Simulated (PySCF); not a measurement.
# Solver options tried on Li⁺

Do solver options change the result for Li⁺, or only the number of cycles?

Computed with PySCF 2.14.0. Level: each script names its method and basis.

3 further runs of the same task are left out: 3 that didn't finish.

## (1) The atom

Li⁺: 1 atom, charge 1, spin multiplicity 1.

## (2) The run that the others are compared with

The input, input.py:

```python
from pyscf import gto, scf, cc

mol = gto.M(
    atom='Li 0 0 0',
    basis='cc-pvdz-dk',
    charge=1,
    spin=0,
    symmetry=True,
    verbose=3,
)
mf = scf.RHF(mol)
mf = mf.sfx2c1e()
mf.kernel()
mycc = cc.CCSD(mf)
mycc.kernel()
e = mycc.eaccsd(nroots=3)[0]
print('roots (eV) =', (e*27.211386).round(3))
mf.dip_moment()
print('orbital energies (hartree):', mf.mo_energy[..., max(0, mol.nelec[1]-3):mol.nelec[0]+3].round(4))
```

Launch:

```bash
$ python input.py
```

Its log is not repeated here.

In short: E(SCF) = -7.236777 Eh, E(CCSD) − E(SCF) = -0.00011 Eh, attachment roots -5.345, -3.500, -3.500 eV.

Positive EA roots mean that the added electron is unbound.

## (3) Second-order solver on

Edit 1 changes second-order solver: off → on.

The input, input.py:

```python
from pyscf import gto, scf, cc

mol = gto.M(
    atom='Li 0 0 0',
    basis='cc-pvdz-dk',
    charge=1,
    spin=0,
    symmetry=True,
    verbose=3,
)
mf = scf.RHF(mol)
mf = mf.sfx2c1e()
mf = mf.newton()
mf.kernel()
mycc = cc.CCSD(mf)
mycc.kernel()
e = mycc.eaccsd(nroots=3)[0]
print('roots (eV) =', (e*27.211386).round(3))
mf.dip_moment()
print('orbital energies (hartree):', mf.mo_energy[..., max(0, mol.nelec[1]-3):mol.nelec[0]+3].round(4))
```

Launch:

```bash
$ python input.py
```

## (4) Initial guess 1e

Edit 2 changes initial guess: minao → 1e.

input.py, as its differences from that of step 2:

```diff
@@ -12,2 +12,3 @@
 mf = mf.sfx2c1e()
+mf.init_guess = '1e'
 mf.kernel()
```

## (5) Convergence threshold 1e-13 hartree

Edit 3 changes convergence threshold: default → 1e-13 hartree.

input.py, as its differences from that of step 2:

```diff
@@ -12,2 +12,3 @@
 mf = mf.sfx2c1e()
+mf.conv_tol = 1e-13
 mf.kernel()
```

Q: Predict the outcome of this session. Wanted: for each run, E(SCF); from base; gap; after the SCF.

**Answer**, as computed:

```tsv
run	E(SCF) (hartree)	from base (eV)	gap (eV)	after the SCF
base	-7.236777	0	70.66	CCSD correlation -0.003 eV, first root -5.34 eV
second-order solver on	-7.236777	0.0000	70.66	CCSD correlation -0.003 eV, first root -5.34 eV
initial guess 1e	-7.236777	0.0000	70.66	CCSD correlation -0.003 eV, first root -5.34 eV
convergence threshold 1e-13 hartree	-7.236777	0.0000	70.66	CCSD correlation -0.003 eV, first root -5.34 eV
```

In words: The SCF energy stays the same, to the digits that matter, with second-order solver on or initial guess 1e or convergence threshold 1e-13 hartree.
